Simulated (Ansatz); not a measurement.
Task: a cohesive energy from free atoms of Zn and its free atoms, with the Ansatz DFT code, driven from Python. Give the script and its output. Settings (first run): PBEsol, PAW, cutoff 420 eV, 11×11×5 k-points, Fermi-Dirac smearing of 0.02 eV.

The script, `run_cohesive.py`:
```python
"""Binding of Zn against spin-polarised atoms in a box."""

from collections import Counter
import warnings

import ansatz as az

PHASES = {
    "Zn": (
        [[2.67, 0.0, 0.0], [-1.335, 2.312288, 0.0], [0.0, 0.0, 4.966]],
        [
            ("Zn", [1 / 3, 2 / 3, 0.25]),
            ("Zn", [2 / 3, 1 / 3, 0.75]),
        ],
    ),
}


def build(vectors, sites):
    crystal = az.Crystal(lattice=az.Lattice.of(vectors))
    for symbol, position in sites:
        crystal = crystal.atom(symbol, position)
    return crystal


def counts(outcome):
    return Counter(site.symbol for site in outcome.lattice.sites)

UNPAIRED = {"Zn": 0}  # unpaired electrons of the free atoms


def compute(name, crystal):
    calc = (
        crystal.calculation()
        .basis(420)
        .functional("pbesol")
        .kpoints(spacing=0.27)
        .occupations("fermi_dirac", width=0.02)
    )
    if name.endswith(" atom"):
        calc = calc.kpoints(1, 1, 1).occupations("fermi_dirac", width=0.01)
        if UNPAIRED[name.split()[0]]:
            calc = calc.spin("collinear")
        return calc.run(threads=1, pin="off")
    calc = calc.relax(force_tolerance=0.01, max_steps=40, cell=True)
    return calc.run(threads=1, pin="off")

warnings.simplefilter("ignore", az.DeckWarning)

phases = {name: build(*cell) for name, cell in PHASES.items()}
# free atoms: a low-symmetry box, moments by the rule of Hund
for element, moment in UNPAIRED.items():
    phases[f"{element} atom"] = az.Lattice.orthorhombic(9.0, 9.5, 10.0).atom(element, (0.5, 0.5, 0.5), moment=moment or None)

done = {name: compute(name, crystal) for name, crystal in phases.items()}

for element in UNPAIRED:
    atom = done[f"{element} atom"].report
    print(f"{element} atom: {atom['energy_sigma0_ev']:.4f} eV, moment {atom['magnetization_mub']:.2f} muB")
solid = done["Zn"]
n = counts(solid)
binding = (sum(k * done[f"{e} atom"].report["energy_sigma0_ev"] for e, k in n.items()) - solid.report["energy_sigma0_ev"]) / sum(n.values())
print(f"cohesive energy {binding:.3f} eV/atom = {96.4853 * binding:.0f} kJ/mol of atoms (no zero-point energy)")
```

```console
$ python run_cohesive.py
Zn atom: -3279.3263 eV, moment 0.00 muB
cohesive energy 1.585 eV/atom = 153 kJ/mol of atoms (no zero-point energy)
```

Total energies depend on the potentials; only differences at equal settings carry meaning. The magnetic order follows from the starting moments and needn't be the lowest. For the metals among these phases the mesh is modest: differences between phases can be off by up to 40 meV an atom. Of the deposited cell: the entry's cell lengths or inner coordinates differ somewhat from later room-temperature determinations. The cells come from databases of deposited and of computed structures, and not all need be stable phases. Free atoms in a box carry small image and symmetry errors, and spin-orbit coupling is left out. It ran for 11 s on 1 thread of Intel(R) Xeon(R) Platinum 8488C (Sapphire Rapids) (shared host), peak memory 0.61 GiB.
